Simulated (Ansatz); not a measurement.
**C₂H₄OSn: a ladder of functionals and wavefunction methods**

An exercise on one series of results from a longer session: the logs are not shown, and one member is left open.

Program: Ansatz 0.2.0, Gaussian basis. Level of theory: functionals in def2-TZVPP, the program's frozen cores in correlated methods. These are calculated values, not measurements.

Levels to be run: LDA (SPW92), PBE-D4, revPBE-D4, BLYP-D4, r2SCAN-D4, B97M-V, PBE0-D4, B3LYP-D4, r2SCANh-D4, r2SCAN0-D4, HSE06-D4, BHLYP-D4, CAM-B3LYP-D4, LC-ωPBE, ωB97X-V, ωB97M-V, B2PLYP, PBE-QIDH; CCSD(T)/def2-SVP; CCSD(T)/def2-TZVPP; MP2/def2-QZVPP; extrapolation to the limit; RPA on PBE.

### Structure used throughout

All runs share one geometry, relaxed beforehand with PBE0-D4 in a triple-zeta def2 set. Sn takes the def2 core potential; no spin-orbit term is included.

8 atoms, charge 0, spin multiplicity 1.

Atoms are counted from 1 here; the program's logs count them from 0.

Bond lengths: Sn1–C2 2.100 Å, Sn1–H5 1.704 Å, Sn1–H6 1.703 Å, Sn1–H7 1.699 Å, C2–C3 1.314 Å, C2–O4 1.829 Å, C3–O4 1.296 Å, C3–H8 1.087 Å. Angles: C2–Sn1–H5 105.6°, C2–Sn1–H6 108.4°, C2–Sn1–H7 107.9°, H5–Sn1–H6 112.2°, H5–Sn1–H7 110.9°, H6–Sn1–H7 111.5°, Sn1–C2–C3 143.4°, Sn1–C2–O4 115.8°, C3–C2–O4 45.1°, C2–C3–O4 89.0°, C2–C3–H8 142.2°, O4–C3–H8 128.6°, C2–O4–C3 45.9°.

The first run:

in.yaml

```yaml
crystal:
  periodic: [false, false, false]
  atoms:
    - {symbol: Sn, position_ang: [-0.372550, 1.212864, -0.526741]}
    - {symbol: C, position_ang: [0.391526, -0.726756, -0.272402]}
    - {symbol: C, position_ang: [0.432877, -1.744131, 0.557840]}
    - {symbol: O, position_ang: [1.212991, -1.053745, 1.329159]}
    - {symbol: H, position_ang: [-1.574383, 1.079045, -1.726589]}
    - {symbol: H, position_ang: [-1.006743, 1.739545, 0.963594]}
    - {symbol: H, position_ang: [0.898973, 2.211390, -1.049916]}
    - {symbol: H, position_ang: [0.109509, -2.775411, 0.669155]}
basis:
  gaussian: {orbitals: def2-TZVPP}
hamiltonian: {xc: lda}
output: {orbitals: {seedname: orbitals}}
```

Started as:

```sh
> ansatz run in.yaml --threads 2 --pin off --events-out ev --progress --plain --max-ram 4352MiB
```

Steps of the session up to this table: LDA; PBE-D4 (GGA); revPBE-D4 (GGA); BLYP-D4 (GGA); r2SCAN-D4 (meta-GGA); B97M-V (meta-GGA); PBE0-D4 (hybrid); B3LYP-D4 (hybrid); r2SCANh-D4 (hybrid); r2SCAN0-D4 (hybrid); HSE06-D4 (hybrid); BHLYP-D4 (hybrid); CAM-B3LYP-D4 (range-separated); LC-ωPBE (range-separated); ωB97X-V (range-separated); ωB97M-V (range-separated); B2PLYP (double hybrid); PBE-QIDH (double hybrid).

One table of the session follows, with a row left open; its other results are not shown here.

It belongs to the step «Frontier levels by functional». 

```
  functional  HOMO (eV)  LUMO (eV)  gap (eV)
 LDA (SPW92)      -5.20      -3.04      2.16
      PBE-D4      -5.04      -2.78      2.26
   revPBE-D4      -4.98      -2.68      2.30
     BLYP-D4      -4.93      -2.64      2.28
   r2SCAN-D4      -5.25      -2.54      2.71
      B97M-V      -5.35      -2.43      2.92
     PBE0-D4      -6.28      -1.67      4.61
    B3LYP-D4          ?          ?         ?
  r2SCANh-D4      -5.72      -2.13      3.58
  r2SCAN0-D4      -6.43      -1.54      4.89
    HSE06-D4      -5.88      -2.06      3.82
    BHLYP-D4      -7.43      -0.49      6.93
CAM-B3LYP-D4      -7.63      -0.51      7.12
     LC-ωPBE      -8.94       0.70      9.64
     ωB97X-V      -8.60       0.62      9.21
     ωB97M-V      -8.51       0.50      9.01
```

**Question.** Estimate the row for B3LYP-D4.

Worked estimate for «HOMO (eV)». Against the share of exact exchange, BLYP-D4 (0, -4.93), BHLYP-D4 (0.5, -7.43) give a slope of -5.00 per unit share; at 0.2 the line stands at -5.93.

The run gave: HOMO (eV): -6.07; LUMO (eV): -1.93; gap (eV): 4.15. In «HOMO (eV)» the line misses by +0.14.
